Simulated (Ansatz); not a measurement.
# C2H5ClGa: the cost of one run

The runs use Ansatz 0.2.0, Gaussian basis; the settings change from run to run.

## 1. The relaxed structure

An earlier PBE0-D4 in a triple-zeta def2 set relaxation fixed the geometry.

SMILES `C[CH2][Ga][Cl]`, 9 atoms, charge 0, spin multiplicity 2.

Atoms are counted from 1 here; the program's logs count them from 0.

Bond lengths: C1–C2 1.518 Å, C1–H5 1.092 Å, C1–H6 1.095 Å, C1–H7 1.091 Å, C2–Ga3 2.028 Å, C2–H8 1.094 Å, C2–H9 1.093 Å, Ga3–Cl4 2.190 Å. Angles: C2–C1–H5 111.9°, C2–C1–H6 110.6°, C2–C1–H7 111.9°, H5–C1–H6 107.5°, H5–C1–H7 107.0°, H6–C1–H7 107.7°, C1–C2–Ga3 113.0°, C1–C2–H8 112.6°, C1–C2–H9 112.8°, Ga3–C2–H8 104.9°, Ga3–C2–H9 106.0°, H8–C2–H9 107.0°, C2–Ga3–Cl4 114.6°.

Geometry (Å):

```
C    -0.5856    0.7328    0.0491
C     0.3487   -0.2423    0.7414
Ga    1.0879   -1.6554   -0.5112
Cl    0.6405   -1.3196   -2.6285
H    -1.4596    0.2316   -0.3715
H    -0.9475    1.4879    0.7553
H    -0.0918    1.2564   -0.7714
H     1.2310    0.2490    1.1632
H    -0.1351   -0.7868    1.5566
```

## 2. r2SCANh/def2-TZVP

Options: charge +1, multiplicity 1, D3(BJ) with three-body dispersion.

Input file in.yaml:

```yaml
crystal:
  periodic: [false, false, false]
  atoms:
    - {symbol: C, position_ang: [-0.585562, 0.732815, 0.049093]}
    - {symbol: C, position_ang: [0.348717, -0.242324, 0.741382]}
    - {symbol: Ga, position_ang: [1.087941, -1.655439, -0.511175]}
    - {symbol: Cl, position_ang: [0.640513, -1.319635, -2.628494]}
    - {symbol: H, position_ang: [-1.459608, 0.231622, -0.371521]}
    - {symbol: H, position_ang: [-0.947537, 1.487861, 0.755347]}
    - {symbol: H, position_ang: [-0.091825, 1.256417, -0.771434]}
    - {symbol: H, position_ang: [1.230957, 0.249044, 1.163203]}
    - {symbol: H, position_ang: [-0.135095, -0.786761, 1.556599]}
basis:
  gaussian: {orbitals: def2-TZVP}
total_charge: 1
hamiltonian: {xc: {name: r2SCANh}, dispersion: d3bjatm}
output: {forces: true}
```

Command:

```sh
> ansatz run in.yaml --threads 4 --pin off --events-out ev --progress --plain --max-ram 10444MiB
```

**Question.** How long does this run take on 4 threads of Arm Neoverse V1, shared host, and how much memory does it need?

About 6 s, with a peak of 0.48 GiB.
